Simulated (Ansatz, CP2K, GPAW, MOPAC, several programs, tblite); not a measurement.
# What each method gives for SnSe2 (CdI2 type)

SnSe2, CdI2 type, relaxed with r2SCAN+rVV10 in Ansatz, was computed with several methods. The symmetry is P-3m1 (No. 164, trigonal); conventional cell a = 3.825 Å, c = 6.227 Å, 26.30 Å³ an atom. Around Sn lie 6 Se at 2.71 Å; around Se lie 3 Sn at 2.71 Å. Calculated for a static, non-magnetic cell.

Space group P-3m1 (No. 164). a = 3.825 Å, b = 3.825 Å, c = 6.227 Å, α = 90.00°, β = 90.00°, γ = 120.00°
```
atom  site  symmetry       x       y       z
  Sn    1a      -3m.  0.0000  0.0000  0.0000
  Se    2d       3m.  0.3333  0.6667  0.2531
```

Gaps and times are for a single point on this cell; volume and bulk modulus come from each method's own relaxation or energy curve at fixed shape, which is too stiff where a cell has free coordinates or axes. Times are rough, from shared hosts (Intel Xeon 6975P-C), and each method has its own mesh and cell size. A dagger marks a closed or tiny gap in a crystal that DFT finds insulating: a failure of the method or a wrong SCF state. A double dagger marks a value from a curve with shape and coordinates held. PM6 (MOPAC), PM7 (MOPAC), GFN1-xTB (tblite), GFN2-xTB (tblite) treat a cluster of cells at its zone centre, which samples few k points: where these miss a band edge, the gap comes out too large for that reason alone. Gaps from k meshes are read at a limited set of points (mesh, symmetry points, PBE's band edges), so each method's own least gap may be somewhat smaller. xTB and the PM methods were fitted mostly to molecules, and can miss a solid's gap by electronvolts. Minimal bases can be far off for gaps. Curves at held shape can't give the bulk modulus of a layered or molecular crystal, so none is listed. GLLB-SC's gap includes the derivative discontinuity. d marks a direct gap, i an indirect one (no mark: not told apart), a dash a value that wasn't computed or didn't pass its checks.

```tsv
method	kind	gap (eV)	own volume (Å³/atom)	bulk modulus (GPa)	atoms computed	processor time
light PBE (260 eV and a coarse mesh)	light plane-wave	0.62 i	–	–	3	0.83 s
PM7 (MOPAC)	semi-empirical	4.24	24.81‡	–	54	1.4 s
PM6 (MOPAC)	semi-empirical	4.05	–	–	54	1.5 s
GFN1-xTB (tblite)	tight binding	1.22	24.08‡	–	54	2.4 s
PBE	semilocal	0.63 i	–	–	3	4.1 s
PBE/SZV (CP2K)	small basis	0.99 i	–	–	3	6.4 s
PBE/single zeta (GPAW)	small basis	0.72 i	–	–	3	7.4 s
r2SCAN	semilocal	0.92 i	–	–	3	8.8 s
PBE/DZVP (CP2K)	small basis	0.58 i	28.05‡	–	3	14 s
GLLB-SC (GPAW)	model potential	1.34	–	–	3	15 s
GFN2-xTB (tblite)	tight binding	0.18†	–	–	54	16 s
```

Against r2SCAN (0.92 eV) and with closed or daggered gaps left aside, the nearest gap at the points sampled is that of PBE/SZV (CP2K) (+0.07 eV) and the farthest that of PM7 (MOPAC) (+3.32 eV). r2SCAN is only a yardstick of convenience: semilocal gaps usually lie below measured ones, which GLLB-SC and hybrids aim to mend.

No spin-orbit coupling is included; it can move band edges with weight on the heavy atoms by tenths of an eV.
